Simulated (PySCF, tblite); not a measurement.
# C8H7NO: excited states, first hyperpolarisability

Aim: compute the excited states, first hyperpolarisability of C8H7NO (`C#Cc1ccc(C=O)n1C`).

Programs: tblite 0.8.0 and PySCF 2.14.0, with routines of our own; each step states its level. All values are computed. Atoms count from 0.

## (1) The system as given

17 atoms, charge 0, multiplicity 1; geometry from: force field or distance geometry start.

## (2) Optimising the geometry with GFN2-xTB

The job: settings as JSON, then the geometry in Å.

```
{"job": {"kind": "relax", "xc": "GFN2-xTB", "basis": "xTB"}, "charge": 0, "multiplicity": 1}
C      3.212200     0.420300     1.368700
C      2.059500     0.518000     0.992900
C      0.721700     0.624000     0.574200
C     -0.124600     1.704800     0.796000
C     -1.371100     1.401100     0.213600
C     -1.282800     0.153100    -0.389300
C     -2.313200    -0.544000    -1.116500
O     -2.190100    -1.651500    -1.621900
N      0.012300    -0.310300    -0.151600
C      0.515300    -1.585800    -0.603500
H      4.211100     0.345100     1.695200
H      0.133900     2.592600     1.351100
H     -2.251100     2.041100     0.218500
H     -3.270700    -0.009800    -1.193400
H      1.554600    -1.705300    -0.295000
H      0.463600    -1.607400    -1.687100
H     -0.087600    -2.374300    -0.161900
```

Launch:

```sh
$ OMP_NUM_THREADS=1 python excited_run.py task.json out
```

This one command runs all jobs of the session in turn.

What it wrote:

```text
step      E/eV     max force
  0    -751.19338    1.358
  1    -751.19736    3.654
  2    -751.25025    1.099
  3    -751.26258    0.839
  4    -751.27593    0.331
  5    -751.29209    0.347
  6    -751.29759    0.298
  7    -751.30009    0.114
  8    -751.30130    0.083
  9    -751.30195    0.076
 10    -751.30217    0.037
 11    -751.30235    0.045
 12    -751.30252    0.057
 13    -751.30267    0.035
 14    -751.30279    0.035
 15    -751.30291    0.043
 16    -751.30311    0.077
 17    -751.30341    0.091
 18    -751.30374    0.070
 19    -751.30398    0.036
 20    -751.30414    0.032
 21    -751.30429    0.037
 22    -751.30448    0.042
 23    -751.30470    0.033
 24    -751.30487    0.029
 25    -751.30498    0.025
 26    -751.30507    0.025
 27    -751.30516    0.030
 28    -751.30526    0.027
 29    -751.30537    0.034
 30    -751.30550    0.032
 31    -751.30562    0.023
 32    -751.30569    0.014
 33    -751.30572    0.009
```

Wall time 0.19 s (1 thread of Arm Neoverse V2, shared host).

Relaxation path: (not every step is listed)

| step | energy from step 0 (eV) | largest force (eV/Å) |
| --- | --- | --- |
| 0 | 0.0000 | 1.3576 |
| 1 | -0.0040 | 3.6541 |
| 2 | -0.0569 | 1.0988 |
| 3 | -0.0692 | 0.8387 |
| 4 | -0.0825 | 0.3309 |
| 5 | -0.0987 | 0.3474 |
| 6 | -0.1042 | 0.2985 |
| 7 | -0.1067 | 0.1140 |
| 8 | -0.1079 | 0.0832 |
| 10 | -0.1088 | 0.0366 |
| 12 | -0.1091 | 0.0568 |
| 14 | -0.1094 | 0.0347 |
| 16 | -0.1097 | 0.0765 |
| 18 | -0.1104 | 0.0697 |
| 20 | -0.1108 | 0.0322 |
| 22 | -0.1111 | 0.0424 |
| 24 | -0.1115 | 0.0287 |
| 26 | -0.1117 | 0.0254 |
| 28 | -0.1119 | 0.0272 |
| 29 | -0.1120 | 0.0337 |
| 30 | -0.1121 | 0.0316 |
| 31 | -0.1122 | 0.0230 |
| 32 | -0.1123 | 0.0145 |
| 33 | -0.1123 | 0.0093 |

Close pairs (by a distance rule), those that changed most:

| bond | before (Å) | after (Å) | change (Å) |
| --- | --- | --- | --- |
| C2–N8 | 1.379 | 1.353 | -0.026 |
| C5–N8 | 1.396 | 1.371 | -0.025 |
| C3–C4 | 1.409 | 1.386 | -0.023 |
| C4–H12 | 1.088 | 1.072 | -0.016 |
| C0–C1 | 1.216 | 1.202 | -0.014 |
| C6–O7 | 1.224 | 1.214 | -0.010 |
| C6–H13 | 1.099 | 1.108 | +0.009 |
| N8–C9 | 1.444 | 1.435 | -0.009 |

The next job starts from the end point, and lists it.

## (3) Harmonic vibrations with GFN2-xTB

The job: settings as JSON, then the geometry in Å.

```
{"job": {"kind": "ir", "xc": "GFN2-xTB", "basis": "xTB"}, "charge": 0, "multiplicity": 1}
C      3.163195     0.360872     1.321674
C      2.019581     0.481233     0.971499
C      0.684634     0.639804     0.570053
C     -0.160248     1.724932     0.806600
C     -1.377117     1.425437     0.214925
C     -1.262388     0.164620    -0.374563
C     -2.265443    -0.559439    -1.100024
O     -2.145639    -1.655637    -1.607687
N      0.009450    -0.292070    -0.142130
C      0.535809    -1.551853    -0.584182
H      4.160603     0.260286     1.630112
H      0.102989     2.611941     1.347648
H     -2.255060     2.040771     0.202408
H     -3.221881    -0.003597    -1.165579
H      1.571140    -1.638684    -0.256338
H      0.485493    -1.622792    -1.671992
H     -0.052116    -2.373795    -0.172333
```

What it wrote:

```text
mode    cm-1     km/mol
  1      75.1      1.11
  2      83.6      2.82
  3     117.4      1.08
  4     146.2      6.94
  5     204.0      7.84
  6     227.7      0.36
  7     271.4      6.31
  8     329.3      0.03
  9     400.7      0.26
 10     436.5      0.96
 11     504.6      1.72
 12     580.3      5.95
 13     581.1      6.77
 14     599.0      0.15
 15     664.1     13.22
 16     670.4     17.31
 17     757.8     21.03
 18     765.2     26.59
 19     806.0     19.03
 20     842.3      0.02
 21     911.8      1.62
 22     963.7      1.72
 23    1053.5      7.83
 24    1104.3      0.21
 25    1126.8     24.10
 26    1171.0     12.33
 27    1202.1      3.15
 28    1358.6      2.14
 29    1392.4      5.74
 30    1406.9    130.85
 31    1413.2     42.55
 32    1436.8     17.48
 33    1444.5      7.48
 34    1462.7     13.28
 35    1490.1     64.60
 36    1517.0     46.16
 37    1705.1    641.95
 38    2248.6      4.01
 39    2759.8    146.76
 40    2993.1      6.38
 41    3013.6      7.75
 42    3027.9      8.53
 43    3165.7     12.00
 44    3178.5     22.35
 45    3398.4     15.14
```

It took 0.51 s on 1 thread of Arm Neoverse V2, shared host.

Which atoms move in the most intense modes:

| cm⁻¹ | km/mol | atoms |
| --- | --- | --- |
| 765 | 26.6 | C6 25 %, C3 22 %, C9 17 %, C2 11 % |
| 1127 | 24.1 | H14 24 %, C2 15 %, C9 14 %, H15 11 % |
| 1407 | 130.8 | C5 21 %, N8 21 %, C2 12 %, C3 10 % |
| 1413 | 42.5 | H14 25 %, H15 12 %, H16 12 %, C5 11 % |
| 1490 | 64.6 | C2 27 %, N8 20 %, C5 11 %, C4 11 % |
| 1517 | 46.2 | C5 28 %, C2 22 %, C4 18 %, C3 14 % |
| 1705 | 642.0 | C6 61 %, O7 35 % |
| 2760 | 146.8 | H13 94 % |

## (4) Excited states: TDA LC-wPBE/def2-SVP

The job, as its differences from that of step 3:

```diff
@@ -1,2 +1,2 @@
-{"job": {"kind": "ir", "xc": "GFN2-xTB", "basis": "xTB"}, "charge": 0, "multiplicity": 1}
+{"job": {"kind": "states", "xc": "LC-wPBE", "basis": "def2-SVP", "tda": true, "soc": true, "nstates": 5, "ntriplets": 4, "nquad": 4}, "charge": 0, "multiplicity": 1}
 C      3.163195     0.360872     1.321674
```

With the program's defaults for keys left out, this is: TDA LC-wPBE/def2-SVP excited states, vertical, gas phase, spin-orbit mean-field couplings.

What it wrote:

```text
coarse grid: 15176 points
cycle   1  E = -438.0591216257  dE =  2.616e+00  |g| = 9.016e-01  |ddm| = 4.889e+00
cycle   2  E = -437.9367797251  dE =  1.223e-01  |g| = 1.287e+00  |ddm| = 2.713e+00
cycle   3  E = -438.2500719834  dE = -3.133e-01  |g| = 7.512e-02  |ddm| = 1.749e+00
cycle   4  E = -438.2517534793  dE = -1.681e-03  |g| = 5.099e-02  |ddm| = 1.733e-01
cycle   5  E = -438.2524467181  dE = -6.932e-04  |g| = 1.540e-02  |ddm| = 7.709e-02
cycle   6  E = -438.2525423358  dE = -9.562e-05  |g| = 6.295e-03  |ddm| = 3.067e-02
cycle   7  E = -438.2525648863  dE = -2.255e-05  |g| = 2.663e-03  |ddm| = 1.669e-02
cycle   8  E = -438.2525695808  dE = -4.694e-06  |g| = 1.162e-03  |ddm| = 9.772e-03
final grid: 149472 points
cycle   9  E = -438.3341101611  dE = -3.117e-05  |g| = 4.410e-03  |ddm| = 2.349e-02
cycle  10  E = -438.3341110301  dE = -8.690e-07  |g| = 4.609e-03  |ddm| = 9.315e-03
cycle  11  E = -438.3341151349  dE = -4.105e-06  |g| = 6.478e-04  |ddm| = 4.573e-03
cycle  12  E = -438.3341152509  dE = -1.160e-07  |g| = 2.894e-04  |ddm| = 8.711e-04
cycle  13  E = -438.3341152874  dE = -3.650e-08  |g| = 1.411e-04  |ddm| = 7.173e-04
cycle  14  E = -438.3341152965  dE = -9.067e-09  |g| = 4.761e-05  |ddm| = 2.496e-04
cycle  15  E = -438.3341152991  dE = -2.607e-09  |g| = 2.368e-05  |ddm| = 2.056e-04
cycle  16  E = -438.3341152994  dE = -3.542e-10  |g| = 6.159e-06  |ddm| = 6.245e-05
converged SCF energy = -438.3341152994

Singlet excitations
state   eV       nm        f     d(h-e)  d(exc)  Lambda  PR(NTO)  |dmu|/D   mu/D   main configurations
  1   4.1102   301.7   0.00021   0.990   2.494   0.405   1.004    2.783    0.765   H-2->L 0.80, H-2->L+1 0.13
  2   5.1785   239.4   0.69145   0.756   3.190   0.724   1.197    2.056    4.098   H->L 0.90
  3   5.9123   209.7   0.02669   0.459   3.040   0.574   1.669    1.151    3.109   H-1->L 0.73, H->L+1 0.20
  4   6.0253   205.8   0.00001   0.490   2.753   0.409   1.439    1.969    1.229   H->L+2 0.61, H-4->L+2 0.18, H-3->L 0.11
  5   6.3151   196.3   0.00000   0.723   2.891   0.362   1.438                     H-3->L 0.53, H-3->L+1 0.24, H->L+2 0.15

Triplet excitations (Tamm-Dancoff)
state   eV     d(h-e)  d(exc)  Lambda  PR(NTO)   main configurations
  1   3.0387   0.413   2.978   0.725   1.134   H->L 0.90
  2   3.4861   0.931   2.424   0.402   1.004   H-2->L 0.78, H-2->L+1 0.14
  3   4.4971   0.602   2.798   0.526   1.065   H-1->L 0.89
  4   4.7717   0.411   2.600   0.732   2.018   H->L+1 0.60, H-4->L 0.23
S1 - T1 = 1.0715 eV

Spin-orbit couplings |<S|Hso|T>| (cm-1)
             T1       T2       T3       T4
S0        0.035   51.485    0.014    0.032
S1       17.343    0.070    1.226   17.281
S2        0.014   15.722    0.013    0.066
S3        0.033    3.790    0.003    0.016
S4        1.619    0.263    0.724    2.094
S5        5.676    0.525    2.595    6.435
T1 sublevels (cm-1): 0.000 0.001 0.047   radiative rates (1/s): 9.46e-05 6.18e-05 0.653
```

It took 46 s on 1 thread of Arm Neoverse V2, shared host; peak memory 0.76 GiB.

Key values:

| quantity | value |
| --- | --- |
| S1 less T1 | 1.07 eV |

## (5) Excited states: TDDFT B3LYP/def2-SVPD

The job, as its differences from that of step 4:

```diff
@@ -1,2 +1,2 @@
-{"job": {"kind": "states", "xc": "LC-wPBE", "basis": "def2-SVP", "tda": true, "soc": true, "nstates": 5, "ntriplets": 4, "nquad": 4}, "charge": 0, "multiplicity": 1}
+{"job": {"kind": "states", "xc": "B3LYP", "basis": "def2-SVPD", "tpa": true, "nstates": 6, "nquad": 5, "ntriplets": 0}, "charge": 0, "multiplicity": 1}
 C      3.163195     0.360872     1.321674
```

Level: TDDFT B3LYP/def2-SVPD excited states, vertical, gas phase, two-photon moments by quadratic response.

What it wrote:

```text
coarse grid: 15176 points
cycle   1  E = -438.4170426103  dE =  1.897e+00  |g| = 8.585e-01  |ddm| = 2.023e+01
cycle   2  E = -437.7741157181  dE =  6.429e-01  |g| = 1.926e+00  |ddm| = 7.906e+00
cycle   3  E = -438.5651166943  dE = -7.910e-01  |g| = 2.274e-01  |ddm| = 6.192e+00
cycle   4  E = -438.5749734396  dE = -9.857e-03  |g| = 1.266e-01  |ddm| = 8.183e-01
cycle   5  E = -438.5783230289  dE = -3.350e-03  |g| = 5.669e-02  |ddm| = 3.431e-01
cycle   6  E = -438.5791005093  dE = -7.775e-04  |g| = 1.120e-02  |ddm| = 1.486e-01
cycle   7  E = -438.5791230276  dE = -2.252e-05  |g| = 5.718e-03  |ddm| = 2.910e-02
cycle   8  E = -438.5791304898  dE = -7.462e-06  |g| = 1.911e-03  |ddm| = 1.544e-02
final grid: 149472 points
cycle   9  E = -438.6670655558  dE = -5.126e-05  |g| = 8.192e-03  |ddm| = 3.002e-01
cycle  10  E = -438.6670106334  dE =  5.492e-05  |g| = 1.718e-02  |ddm| = 5.341e-02
cycle  11  E = -438.6670813386  dE = -7.071e-05  |g| = 2.550e-03  |ddm| = 3.343e-02
cycle  12  E = -438.6670828288  dE = -1.490e-06  |g| = 5.130e-04  |ddm| = 5.565e-03
cycle  13  E = -438.6670828810  dE = -5.212e-08  |g| = 2.149e-04  |ddm| = 1.244e-03
cycle  14  E = -438.6670828899  dE = -8.925e-09  |g| = 8.922e-05  |ddm| = 4.744e-04
cycle  15  E = -438.6670828917  dE = -1.804e-09  |g| = 2.165e-05  |ddm| = 2.029e-04
cycle  16  E = -438.6670828918  dE = -7.606e-11  |g| = 1.061e-05  |ddm| = 5.662e-05
converged SCF energy = -438.6670828918

Singlet excitations
state   eV       nm        f     d(h-e)  d(exc)  Lambda  PR(NTO)  |dmu|/D   mu/D   delta(TPA)   sigma/GM   main configurations
  1   3.7847   327.6   0.00021   1.621   3.160   0.424   1.003    3.759    1.113        0.07      0.000   H-1->L 0.96
  2   4.4138   280.9   0.50864   1.275   3.673   0.717   1.197    2.207    4.862      316.39      2.258   H->L 0.94
  3   4.8183   257.3   0.04465   0.833   3.358   0.529   1.244    1.589    4.153       93.98      0.799   H-2->L 0.90
  4   5.3643   231.1   0.00000   1.869   3.927   0.333   1.372    4.699    7.207        0.06      0.001   H-3->L 0.79, H->L+2 0.15
  5   5.4479   227.6   0.00004   1.122   3.715   0.393   1.394    3.383    2.211        1.07      0.012   H->L+2 0.80, H-3->L 0.16
  6   5.8316   212.6   0.12667   0.319   3.831   0.723   1.466                                            H->L+1 0.83
```

Wall time 67 s (1 thread of Arm Neoverse V2, shared host); peak memory 1 GiB.

## (6) First hyperpolarisability: quadratic response B3LYP/def2-SVPD

The job, as its differences from that of step 5:

```diff
@@ -1,2 +1,2 @@
-{"job": {"kind": "states", "xc": "B3LYP", "basis": "def2-SVPD", "tpa": true, "nstates": 6, "nquad": 5, "ntriplets": 0}, "charge": 0, "multiplicity": 1}
+{"job": {"kind": "beta", "xc": "B3LYP", "basis": "def2-SVPD", "wavelengths": [1064, 800]}, "charge": 0, "multiplicity": 1}
 C      3.163195     0.360872     1.321674
```

Method: quadratic response B3LYP/def2-SVPD first hyperpolarisability, Taylor convention, gas phase.

What it wrote:

```text
coarse grid: 15176 points
cycle   1  E = -438.4170426103  dE =  1.897e+00  |g| = 8.585e-01  |ddm| = 2.023e+01
cycle   2  E = -437.7741157181  dE =  6.429e-01  |g| = 1.926e+00  |ddm| = 7.906e+00
cycle   3  E = -438.5651166943  dE = -7.910e-01  |g| = 2.274e-01  |ddm| = 6.192e+00
cycle   4  E = -438.5749734396  dE = -9.857e-03  |g| = 1.266e-01  |ddm| = 8.183e-01
cycle   5  E = -438.5783230289  dE = -3.350e-03  |g| = 5.669e-02  |ddm| = 3.431e-01
cycle   6  E = -438.5791005093  dE = -7.775e-04  |g| = 1.120e-02  |ddm| = 1.486e-01
cycle   7  E = -438.5791230276  dE = -2.252e-05  |g| = 5.718e-03  |ddm| = 2.910e-02
cycle   8  E = -438.5791304898  dE = -7.462e-06  |g| = 1.911e-03  |ddm| = 1.544e-02
final grid: 149472 points
cycle   9  E = -438.6670655558  dE = -5.126e-05  |g| = 8.192e-03  |ddm| = 3.002e-01
cycle  10  E = -438.6670106334  dE =  5.492e-05  |g| = 1.718e-02  |ddm| = 5.341e-02
cycle  11  E = -438.6670813386  dE = -7.071e-05  |g| = 2.550e-03  |ddm| = 3.343e-02
cycle  12  E = -438.6670828288  dE = -1.490e-06  |g| = 5.130e-04  |ddm| = 5.565e-03
cycle  13  E = -438.6670828810  dE = -5.212e-08  |g| = 2.149e-04  |ddm| = 1.244e-03
cycle  14  E = -438.6670828899  dE = -8.925e-09  |g| = 8.922e-05  |ddm| = 4.744e-04
cycle  15  E = -438.6670828917  dE = -1.804e-09  |g| = 2.165e-05  |ddm| = 2.029e-04
cycle  16  E = -438.6670828918  dE = -7.606e-11  |g| = 1.061e-05  |ddm| = 5.662e-05
converged SCF energy = -438.6670828918

Lowest singlets (eV, f): 3.7847 0.0002  4.4138 0.5086  4.8183 0.0447

First hyperpolarisability (au)
process     nm      |vector|   parallel      HRS      DR
static         -      383.74     230.18     203.56   2.878
shg       1064.0      674.26     404.25     329.33    3.39
eope      1064.0      457.39     274.34          -       -
shg        800.0     1160.28     694.82     537.28   3.858
eope       800.0      527.26     316.21          -       -
```

Wall time 54 s (1 thread of Arm Neoverse V2, shared host); peak memory 1.1 GiB.

## (7) Results

```
                                             quantity                                                value
            strongest single infrared mode (GFN2-xTB)                                1705 cm⁻¹, 642 km/mol
                         zero-point energy (GFN2-xTB)                                        78.6 kcal/mol
            S1 less T1 (step 4, TDA LC-wPBE/def2-SVP)                                              1.07 eV
β vector (step 6, quadratic response B3LYP/def2-SVPD)  static 384, SHG 1064.0 nm 674, SHG 800.0 nm 1160 au
```

What this shows: No mode is imaginary among the 45: a minimum at this level. The strongest single mode, at 1705 cm⁻¹, moves mainly C6 and O7. GFN2-xTB is a fitted tight-binding method: band positions and strengths are rough. Its intensities can rank the bands wrongly. In step 4, the number of triplets below S1 is 2, and the largest singlet-triplet spin-orbit coupling is S0–T2, 51.48 cm⁻¹. β grows from 384 au (static) to 1160 au for doubling at 800.0 nm: normal dispersion, which grows as twice the photon energy moves toward the bright states.
